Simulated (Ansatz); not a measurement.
GaSn:

```
Ga Sn
1.0
     0.00000    2.90288    3.09822
     2.72925    0.00000    3.09822
     2.72925    2.90288    0.00000
Ga Sn
1 1
Cartesian
  2.7293 2.9029 3.0982
  0.0000 0.0000 0.0000
```

The cell was built by a generator and needn't be a form met in nature.

```yaml
Program: Ansatz 0.2.0
Task: relaxation of cell and atoms
Functional: PBE
Potentials_or_basis: Ansatz PAW
Cutoff: "420 eV (not typed: the program's choice for these potentials)"
k_mesh: 8 × 8 × 8
Occupations: fermi-dirac, width 0.05 eV
Spin: no spin polarisation
```

At the start: volume 24.55 Å³/atom.

Problem. Where does the relaxation end?

Solution. It ends after 6 steps and the volume is 24.45 Å³/atom (-0.4 %); space group Fm-3m (No. 225, to 0.05 Å).

Step by step:
```csv
step,energy change (eV),largest force (eV/Å),volume (Å³)
1,0.0000,0.0000,49.09
2,-0.1050,0.0000,48.89
3,-0.1170,0.0000,48.86
4,-0.1173,0.0000,48.88
5,-0.1173,0.0000,48.90
6,-0.1174,0.0000,48.90
```

Final structure:
```yaml
crystal:
  lattice:
    - [0.00000, 2.90253, 2.90281]
    - [2.90220, 0.00000, 2.90281]
    - [2.90220, 2.90253, 0.00000]
  atoms:
    - { symbol: Ga, position: [0.50000, 0.50000, 0.50000] }
    - { symbol: Sn, position: [0.00000, 0.00000, 0.00000] }
```

Caveat: the plane-wave basis is chosen anew once the cell has moved, so the energies of steps on either side of that aren't comparable.
